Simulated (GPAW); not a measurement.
# Sn3Te (Pm-3m) in GPAW: further runs

The runs below take Sn3Te through band structure, equation of state, with PBEsol, LDA, PBE.

Everything below comes from runs of GPAW 26.7.0. Logs are shortened: lines on timing, memory, paths and dates and some standing lists are left out, and cuts for length are marked. The log counts tension as positive stress, the text compression.

**1. The structure**

It takes space group Pm-3m (No. 221, cubic). Conventional cell: a = 4.866 Å, b = 4.866 Å, c = 4.866 Å, α = 90.00°, β = 90.00°, γ = 90.00°. Te (site symmetry m-3m) has 12 Sn at 3.44 Å as nearest neighbours. Around Sn (site symmetry 4/mmm) lie 4 Te at 3.44 Å and 8 Sn at 3.44 Å.

The cell comes from a database or a generator and needn't be the stable form of this composition.

**2. Band structure, PBEsol**

run.py reads:

```python
from ase import Atoms
from ase.dft.bandgap import bandgap
from ase.io import write
from ase.units import GPa
from gpaw import GPAW, PW, setup_paths

setup_paths.insert(0, '.')

atoms = Atoms(['Te', 'Sn', 'Sn', 'Sn'],
              cell=[[4.865622, 0.0, 0.0],
                    [0.0, 4.865622, 0.0],
                    [0.0, 0.0, 4.865622]],
              scaled_positions=[[0.0, 0.0, 0.0],
                                [0.0, 0.5, 0.5],
                                [0.5, 0.0, 0.5],
                                [0.5, 0.5, 0.0]],
              pbc=True)

calc = GPAW(mode=PW(600),
            xc='PBEsol',
            kpts={'size': (6, 6, 6), 'gamma': True},
            occupations={'name': 'fermi-dirac', 'width': 0.05},
            nbands=38,
            convergence={'density': 1e-05, 'energy': 1e-05},
            maxiter=150,
            txt='gpaw.txt')
atoms.calc = calc
energy = atoms.get_potential_energy()
forces = atoms.get_forces()
stress = atoms.get_stress()
calc.write('gs.gpw')
write('result.traj', atoms)
print(f'Energy: {energy:.6f} eV')
print('Forces (eV/A):')
print(forces.round(4))
print('Stress (GPa):', (stress / GPa).round(3))
print('Fermi level:', round(calc.get_fermi_level(), 4), 'eV')
print(f'Gap: {bandgap(calc)[0]:.4f} eV, direct: {bandgap(calc, direct=True)[0]:.4f} eV')

path = atoms.cell.bandpath('GXMGRX,MR', npoints=100, eps=1e-4)
bs_calc = calc.fixed_density(kpts=path, symmetry='off', nbands=60,
                             convergence={'bands': 'CBM+6.0', 'eigenstates': 1e-6}, txt='bands.txt')
bs = bs_calc.band_structure()
bs.write('bs.json')
print(f'Gap on the path: {bandgap(bs_calc)[0]:.4f} eV')
```

Potentials or basis: PAW data sets generated in the run's folder for this functional, pw.

Launch:

```bash
gpaw-setup -f PBEsol Sn Te
OMP_NUM_THREADS=1 python run.py
```

gpaw.txt:

```text
__  _  _
 | _ |_)|_||  |
 |__||  | ||/\| - 26.7.0

Input parameters:
  mode=PW(ecut=600.0),
  convergence={'density': 1e-05, 'energy': 1e-05},
  kpts=MonkhorstPack(size=(6, 6, 6), gamma=True),
  maxiter=150,
  nbands=38,
  occupations=Occupations(name='fermi-dirac', width=0.05),
  xc=XC(name='PBEsol')

Diagonalizing LCAO Hamiltonian
Converting LCAO to pw mode
    .-----------.
   /|           |
  / |           |
 *  |           |
 |  |           |
 |Sn|           |
 |  .--Sn-------.
 | /           /
 |/     Sn    /
 Te----------*

Atoms  # Å, Bohr magnetons
|   | symbol |        x |        y |        z |    initial magnetic moments |
|---|--------|----------|----------|----------|-----------------------------|
| 0 |     Te | 0.000000 | 0.000000 | 0.000000 | ( 0.0000,  0.0000,  0.0000) |
| 1 |     Sn | 0.000000 | 2.432811 | 2.432811 | ( 0.0000,  0.0000,  0.0000) |
| 2 |     Sn | 2.432811 | 0.000000 | 2.432811 | ( 0.0000,  0.0000,  0.0000) |
| 3 |     Sn | 2.432811 | 2.432811 | 0.000000 | ( 0.0000,  0.0000,  0.0000) |

Unit cell  # Å
| periodic |        x |        y |        z |  lengths |    angles |
|----------|----------|----------|----------|----------|-----------|
|      yes | 4.865622 | 0.000000 | 0.000000 | 4.865622 | 90.000000 |
|      yes | 0.000000 | 4.865622 | 0.000000 | 4.865622 | 90.000000 |
|      yes | 0.000000 | 0.000000 | 4.865622 | 4.865622 | 90.000000 |

Number of symmetries: 48
Symmetry operations  # r_c * U_cc + t_c -> r_c
|    | kind |            matrix            |
|----|------|------------------------------|
|  0 |  E   |  1, 0, 0,  0, 1, 0,  0, 0, 1 |
|  1 |  σ   |  1, 0, 0,  0, 1, 0,  0, 0,-1 |
|  2 |  σ   |  1, 0, 0,  0, 0, 1,  0, 1, 0 |
|  3 |  C4  |  1, 0, 0,  0, 0, 1,  0,-1, 0 |
|  4 |  C4  |  1, 0, 0,  0, 0,-1,  0, 1, 0 |
|  5 |  σ   |  1, 0, 0,  0, 0,-1,  0,-1, 0 |
|  6 |  σ   |  1, 0, 0,  0,-1, 0,  0, 0, 1 |
|  7 |  C2  |  1, 0, 0,  0,-1, 0,  0, 0,-1 |
|  8 |  σ   |  0, 1, 0,  1, 0, 0,  0, 0, 1 |
|  9 |  C2  |  0, 1, 0,  1, 0, 0,  0, 0,-1 |
| 10 |  C3  |  0, 1, 0,  0, 0, 1,  1, 0, 0 |
| 11 |  S6  |  0, 1, 0,  0, 0, 1, -1, 0, 0 |
| 12 |  S6  |  0, 1, 0,  0, 0,-1,  1, 0, 0 |
| 13 |  C3  |  0, 1, 0,  0, 0,-1, -1, 0, 0 |
| 14 |  C4  |  0, 1, 0, -1, 0, 0,  0, 0, 1 |
| 15 |  S4  |  0, 1, 0, -1, 0, 0,  0, 0,-1 |
| 16 |  C3  |  0, 0, 1,  1, 0, 0,  0, 1, 0 |
| 17 |  S6  |  0, 0, 1,  1, 0, 0,  0,-1, 0 |
| 18 |  σ   |  0, 0, 1,  0, 1, 0,  1, 0, 0 |
| 19 |  C4  |  0, 0, 1,  0, 1, 0, -1, 0, 0 |
| 20 |  C2  |  0, 0, 1,  0,-1, 0,  1, 0, 0 |
| 21 |  S4  |  0, 0, 1,  0,-1, 0, -1, 0, 0 |
| 22 |  S6  |  0, 0, 1, -1, 0, 0,  0, 1, 0 |
| 23 |  C3  |  0, 0, 1, -1, 0, 0,  0,-1, 0 |
| 24 |  S6  |  0, 0,-1,  1, 0, 0,  0, 1, 0 |
| 25 |  C3  |  0, 0,-1,  1, 0, 0,  0,-1, 0 |
| 26 |  C4  |  0, 0,-1,  0, 1, 0,  1, 0, 0 |
| 27 |  σ   |  0, 0,-1,  0, 1, 0, -1, 0, 0 |
| 28 |  S4  |  0, 0,-1,  0,-1, 0,  1, 0, 0 |
| 29 |  C2  |  0, 0,-1,  0,-1, 0, -1, 0, 0 |
| 30 |  C3  |  0, 0,-1, -1, 0, 0,  0, 1, 0 |
| 31 |  S6  |  0, 0,-1, -1, 0, 0,  0,-1, 0 |
| 32 |  C4  |  0,-1, 0,  1, 0, 0,  0, 0, 1 |
| 33 |  S4  |  0,-1, 0,  1, 0, 0,  0, 0,-1 |
| 34 |  S6  |  0,-1, 0,  0, 0, 1,  1, 0, 0 |
| 35 |  C3  |  0,-1, 0,  0, 0, 1, -1, 0, 0 |
| 36 |  C3  |  0,-1, 0,  0, 0,-1,  1, 0, 0 |
| 37 |  S6  |  0,-1, 0,  0, 0,-1, -1, 0, 0 |
| 38 |  σ   |  0,-1, 0, -1, 0, 0,  0, 0, 1 |
| 39 |  C2  |  0,-1, 0, -1, 0, 0,  0, 0,-1 |
| 40 |  σ   | -1, 0, 0,  0, 1, 0,  0, 0, 1 |
| 41 |  C2  | -1, 0, 0,  0, 1, 0,  0, 0,-1 |
| 42 |  C2  | -1, 0, 0,  0, 0, 1,  0, 1, 0 |
| 43 |  S4  | -1, 0, 0,  0, 0, 1,  0,-1, 0 |
| 44 |  S4  | -1, 0, 0,  0, 0,-1,  0, 1, 0 |
| 45 |  C2  | -1, 0, 0,  0, 0,-1,  0,-1, 0 |
| 46 |  C2  | -1, 0, 0,  0,-1, 0,  0, 0, 1 |
| 47 |  i   | -1, 0, 0,  0,-1, 0,  0, 0,-1 |

BZ-sampling:
  Number of BZ points: 216
  Number of IBZ points: 20

  Monkhorst-Pack size: [6, 6, 6]
  Monkhorst-Pack shift: [0.08333333333333333, 0.08333333333333333, 0.08333333333333333]

K-points  # in reciprocal-cell coordinates
|     |                                coordinates |     weight |
|-----|--------------------------------------------|------------|
|   0 | (  0.00000000,   0.00000000,   0.00000000) | 0.00462963 |
|   1 | (  0.16666667,   0.00000000,   0.00000000) | 0.02777778 |
|   2 | (  0.16666667,   0.16666667,   0.00000000) | 0.05555556 |
|   3 | (  0.16666667,   0.16666667,   0.16666667) | 0.03703704 |
|   4 | (  0.33333333,   0.00000000,   0.00000000) | 0.02777778 |
|   5 | (  0.33333333,   0.16666667,   0.00000000) | 0.11111111 |
|   6 | (  0.33333333,   0.16666667,   0.16666667) | 0.11111111 |
|   7 | (  0.33333333,   0.33333333,   0.00000000) | 0.05555556 |
|   8 | (  0.33333333,   0.33333333,   0.16666667) | 0.11111111 |
|   9 | (  0.33333333,   0.33333333,   0.33333333) | 0.03703704 |
| ... |                                            |            |
|  19 | (  0.50000000,   0.50000000,   0.50000000) | 0.00462963 |

Plane wave coefficients: 3887
Cutoff: 600.0 eV

Spin-components: 1 (collinear spins)
Bands:           38
Projectors:      23
Spin-degeneracy: 2
Datatype:        complex128

Parallelization:
  kpt:    1
  domain: 1
  band:   1

Density:
  Valence electrons: 48.0
  Components: 1
  Grid points: [28 28 28]
  Charge: 0.0  # |e|

Potential:
  Grid points: [28 28 28]

species:
  Te:
    name:    Tellurium
    Z:       52.0
    valence: 6
    core:    46
    charge:  0.0  # [|e|]
    compensation charges:
      type: gauss
      rc: 0.36  # [Å]
      lmax: 2
    cutoffs:
      filter: 2.09  # [Å]
      core: 3.17  # [Å]
    projectors
    | kind |    occ | energy [eV] | rcut [Å] |
    |------|--------|-------------|----------|
    |   5s |  2.000 |     -15.132 |    1.180 |
    |   5p |  4.000 |      -5.970 |    1.196 |
    |    s |        |      12.080 |    1.180 |
    |    p |        |      21.241 |    1.196 |
    |    d |        |       0.000 |    1.238 |

    Using partial waves for Te as LCAO basis

  Sn:
    name:    Tin
    Z:       50.0
    valence: 14
    core:    36
    charge:  0.0  # [|e|]
    compensation charges:
      type: gauss
      rc: 0.38  # [Å]
      lmax: 2
    cutoffs:
      filter: 2.23  # [Å]
      core: 2.35  # [Å]
    projectors
    | kind |    occ | energy [eV] | rcut [Å] |
    |------|--------|-------------|----------|
    |   5s |  2.000 |     -10.584 |    1.201 |
    |   5p |  2.000 |      -3.711 |    1.270 |
    |   4d | 10.000 |     -25.798 |    1.185 |
    |    s |        |      16.628 |    1.201 |
    |    p |        |      23.501 |    1.270 |
    |    d |        |       1.413 |    1.185 |

    Using partial waves for Sn as LCAO basis

Reference energy: -688519.618615  # eV

eigensolver:
[... 26 lines left out ...]
convergence criteria:
- Maximum integral of absolute [dens]ity change: 1e-05 electrons / valence electron
- Maximum [total energy] change in last 3 cyles: 1e-05 eV / valence electron
- Maximum integral of absolute [eigenst]ate change: 4e-08 eV^2 / valence electron
maximum number of iterations: 150

SCF iterations
|iter     | |      energy | eigst |  dens |
|---------|-|-------------|-------|-------|
|iter:   1| |  -16.682667 | +0.21 |       |
|iter:   2| |  -16.773534 | -1.75 | -1.72 |
|iter:   3| |  -16.750874 | -2.43 | -1.73 |
|iter:   4| |  -16.730292 | -2.98 | -2.08 |
|iter:   5| |  -16.724361 | -4.32 | -2.41 |
|iter:   6| |  -16.724149 | -4.99 | -2.87 |
|iter:   7| |  -16.724160c| -5.59 | -3.35 |
|iter:   8| |  -16.724162c| -7.22 | -4.46 |
|iter:   9| |  -16.724162c| -7.50c| -4.84 |
|iter:  10| |  -16.724162c| -8.41c| -5.86c|

Converged in 10 steps
Energy contributions relative to reference atoms: (reference = -688519.618615)

Energy contributions:
  Kinetic:          11.385796
  Coulomb:         -12.518485
  Zero:              0.095315
  External:          0.000000
  Xc:              -15.674693
  Entropy:          -0.024191
  Spinorbit:         0.000000
  ----------------------------
  Free energy:     -16.736258
  Extrapolated:    -16.724162

dipole moment: (-37.373816, -37.373816, -37.373816)  # |e|*Ang

Fermi level: 6.791
Eigenvalues  # (at kpt = [0.000, 0.000, 0.000])
| band index |      eig [eV] | occ [0-2] |
|------------|---------------|-----------|
|          0 |       -14.738 |     2.000 |
|        ... |               |           |
|         14 |       -14.546 |     2.000 |
|         15 |        -5.550 |     2.000 |
|         16 |        -1.218 |     2.000 |
|         17 |         1.750 |     2.000 |
|         18 |         1.750 |     2.000 |
|         19 |         2.599 |     2.000 |
[... 8 lines left out ...]
|         28 |        11.327 |     0.000 |
|         29 |        11.590 |     0.000 |
|        ... |               |           |
|         37 |        17.540 |     0.000 |

No gap
No difference between direct/indirect transitions

Forces  # eV/Ang
|        x |        y |        z |
|----------|----------|----------|
| -0.00000 |  0.00000 | -0.00000 |  # Te   0
| -0.00000 |  0.00000 |  0.00000 |  # Sn   1
|  0.00000 | -0.00000 | -0.00000 |  # Sn   2
| -0.00000 | -0.00000 | -0.00000 |  # Sn   3

Stress tensor  # eV/Ang^3
|        x |        y |        z |
|----------|----------|----------|
| 0.016208 | 0.000000 | 0.000000 |
| 0.000000 | 0.016208 | 0.000000 |
| 0.000000 | 0.000000 | 0.016208 |

# Writing to gs.gpw (mode='')
```

It took 3.9 min on 1 thread of AMD EPYC 7R43 (Zen 3), shared host; peak memory 0.72 GiB.

Results:

* Free energy: -16.7363 eV
* Pressure: -2.6 GPa
* Band gap along the path: none (metal or under the smearing width)

Levels at the corners of the path, in eV from the Fermi level:
```
point  band 19  band 20  band 21  band 22  band 23  band 24  band 25  band 26  band 27  band 28
    Γ    -5.04    -4.19    -4.19    -4.19     0.41     0.41     0.41     1.92     1.92     1.92
    X    -4.70    -3.08    -3.08    -1.73    -1.73    -1.50    -0.35     1.86     2.09     2.36
    M    -7.59    -2.26    -1.92    -1.92    -1.91    -0.70    -0.10    -0.10     0.11     3.43
    Γ    -5.04    -4.19    -4.19    -4.19     0.41     0.41     0.41     1.92     1.92     1.92
    R    -6.78    -5.18    -5.18    -5.18    -4.32     2.84     2.84     2.84     5.36     5.36
    X    -4.70    -3.08    -3.08    -1.73    -1.73    -1.50    -0.35     1.86     2.09     2.36
    M    -7.59    -2.26    -1.92    -1.92    -1.91    -0.70    -0.10    -0.10     0.11     3.43
    R    -6.78    -5.18    -5.18    -5.18    -4.32     2.84     2.84     2.84     5.36     5.36
```

Caveat: spin-orbit coupling is left out, which moves the levels of the heavy elements.

**3. Band structure, LDA**

Changes to run.py since step 2:

```diff
@@ -4,5 +4,3 @@
 from ase.units import GPa
-from gpaw import GPAW, PW, setup_paths
-
-setup_paths.insert(0, '.')
+from gpaw import GPAW, PW
 
@@ -19,3 +17,3 @@
 calc = GPAW(mode=PW(600),
-            xc='PBEsol',
+            xc='LDA',
             kpts={'size': (6, 6, 6), 'gamma': True},
```

Potentials or basis: the program's PAW data sets (release 1.2.1) made for this functional, pw.

Launch:

```bash
OMP_NUM_THREADS=1 python run.py
```

Run time: 4 min. Hardware: 1 thread of AMD EPYC 7R43 (Zen 3), shared host; peak memory 0.72 GiB.

It converged, with:

```
Free energy             : -17.6637 eV
Pressure                : -3.7 GPa
Band gap along the path : none (metal or under the smearing width)
```

Levels at the corners of the path, in eV from the Fermi level:
| point | band 19 | band 20 | band 21 | band 22 | band 23 | band 24 | band 25 | band 26 | band 27 | band 28 |
| --- | --- | --- | --- | --- | --- | --- | --- | --- | --- | --- |
| Γ | -5.16 | -4.16 | -4.16 | -4.16 | 0.40 | 0.40 | 0.40 | 1.87 | 1.87 | 1.87 |
| X | -4.83 | -3.06 | -3.06 | -1.71 | -1.71 | -1.48 | -0.32 | 1.81 | 2.01 | 2.33 |
| M | -7.64 | -2.24 | -1.95 | -1.95 | -1.91 | -0.74 | -0.09 | -0.09 | 0.13 | 3.38 |
| Γ | -5.16 | -4.16 | -4.16 | -4.16 | 0.40 | 0.40 | 0.40 | 1.87 | 1.87 | 1.87 |
| R | -6.87 | -5.14 | -5.14 | -5.14 | -4.28 | 2.79 | 2.79 | 2.79 | 5.26 | 5.26 |
| X | -4.83 | -3.06 | -3.06 | -1.71 | -1.71 | -1.48 | -0.32 | 1.81 | 2.01 | 2.33 |
| M | -7.64 | -2.24 | -1.95 | -1.95 | -1.91 | -0.74 | -0.09 | -0.09 | 0.13 | 3.38 |
| R | -6.87 | -5.14 | -5.14 | -5.14 | -4.28 | 2.79 | 2.79 | 2.79 | 5.26 | 5.26 |

Caveat: spin-orbit coupling is left out, which moves the levels of the heavy elements.

**4. Equation of state, LDA**

run.py reads:

```python
from ase import Atoms
from ase.eos import EquationOfState
from ase.io import Trajectory
from ase.units import GPa
from gpaw import GPAW, PW

atoms = Atoms(['Te', 'Sn', 'Sn', 'Sn'],
              cell=[[4.865622, 0.0, 0.0],
                    [0.0, 4.865622, 0.0],
                    [0.0, 0.0, 4.865622]],
              scaled_positions=[[0.0, 0.0, 0.0],
                                [0.0, 0.5, 0.5],
                                [0.5, 0.0, 0.5],
                                [0.5, 0.5, 0.0]],
              pbc=True)

traj = Trajectory('eos.traj', 'w')
volumes, energies = [], []
for x in [0.94, 0.96, 0.98, 1.0, 1.02, 1.04, 1.06]:
    a = atoms.copy()
    a.set_cell(atoms.cell * x**(1 / 3), scale_atoms=True)
    calc = GPAW(mode=PW(600),
                xc='LDA',
                kpts={'size': (6, 6, 6), 'gamma': True},
                occupations={'name': 'fermi-dirac', 'width': 0.05},
                nbands=38,
                convergence={'density': 1e-05, 'energy': 1e-05},
                maxiter=150,
                txt=f'eos-{x:.2f}.txt')
    a.calc = calc
    energies.append(a.get_potential_energy(force_consistent=True))
    volumes.append(a.get_volume())
    p = -a.get_stress()[:3].mean() / GPa
    calc.write(f'eos-{x:.2f}.gpw')
    traj.write(a)
    print(f'{x:.2f} {volumes[-1]:10.4f} A^3 {energies[-1]:14.6f} eV {p:9.3f} GPa', flush=True)

v0, e0, B = EquationOfState(volumes, energies, eos='birchmurnaghan').fit()
print(f'V0 = {v0:.4f} A^3, E0 = {e0:.6f} eV, B0 = {B / GPa:.2f} GPa')
```

Launch:

```bash
OMP_NUM_THREADS=1 python run.py
```

Wall time 4.9 min (1 thread of AMD EPYC 7R43 (Zen 3), shared host); peak memory 0.38 GiB.

The run converged. Its results:

```yaml
Equilibrium_volume: "26.56 Å³/atom (rough: see the caveat)"
Bulk_modulus: 54 GPa (rough)
```

Energy against volume, from the lowest point:
| volume (Å³/atom) | energy (meV/atom) |
| --- | --- |
| 27.070 | 0.00 |
| 27.646 | 5.40 |
| 28.222 | 14.19 |
| 28.798 | 26.03 |
| 29.373 | 40.59 |
| 29.949 | 57.58 |
| 30.525 | 76.73 |

Caveat: the minimum lies outside the volumes run.

(Part 1 of 2 ends here.)
